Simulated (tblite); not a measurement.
# C7H13BFN: the cost of one run

The runs use tblite 0.8.0 and PySCF 2.14.0, with density-fitted response routines of our own; the level of theory stands in each step. All values are computed, except where a source is named. Atoms are numbered from 0 throughout.

### Step 1. The molecule as given

23 atoms, charge 0, multiplicity 1; geometry from: force field or distance geometry start.

Bonds of the start (Å): B0–N1 1.50, N1–C2 1.15, C2–C3 1.48, C3–C4 1.54, C4–C5 1.54, C5–C6 1.52, C6–C7 1.53, C7–C8 1.52, C8–F9 1.39, C8–C4 1.52, B0–H10 1.18, B0–H11 1.18, B0–H12 1.18, C3–H13 1.12, C3–H14 1.11, C4–H15 1.11, C5–H16 1.11, C5–H17 1.11, C6–H18 1.11, C6–H19 1.11, C7–H20 1.11, C7–H21 1.12, C8–H22 1.12.

### Step 2. Relaxing the molecule with GFN2-xTB

Job settings and geometry (Å):

```
{"job": {"kind": "relax", "xc": "GFN2-xTB", "basis": "xTB"}, "charge": 0, "multiplicity": 1}
B      4.295500    -0.158000    -0.464100
N      2.950100     0.220200     0.069500
C      1.925500     0.499600     0.503600
C      0.596100     0.873800     1.023000
C     -0.483400    -0.117200     0.547200
C     -0.738400    -0.040600    -0.968200
C     -2.182500    -0.470600    -1.175100
C     -2.836200    -0.492700     0.211600
C     -1.843900     0.133200     1.171400
F     -2.113300     1.494400     1.273500
H      4.866900    -0.821400     0.333500
H      4.908600     0.829700    -0.688500
H      4.141400    -0.774800    -1.459900
H      0.651600     0.835500     2.138000
H      0.355900     1.914300     0.721400
H     -0.175500    -1.154100     0.810000
H     -0.032000    -0.699500    -1.516100
H     -0.609000     0.997800    -1.332500
H     -2.708300     0.245800    -1.835000
H     -2.217200    -1.484000    -1.625100
H     -3.035600    -1.544000     0.516500
H     -3.809800     0.055000     0.204700
H     -1.911400    -0.315600     2.192900
```

The run is started by

```sh
$ OMP_NUM_THREADS=1 python probes_run.py task.json out
```

One launch serves the whole session: the jobs run in the order shown.

**Question.** How long does this first job take on 1 thread of Arm Neoverse V1, shared host, and how much memory does it need?

About 1.1 s, with a peak of 0.18 GiB.
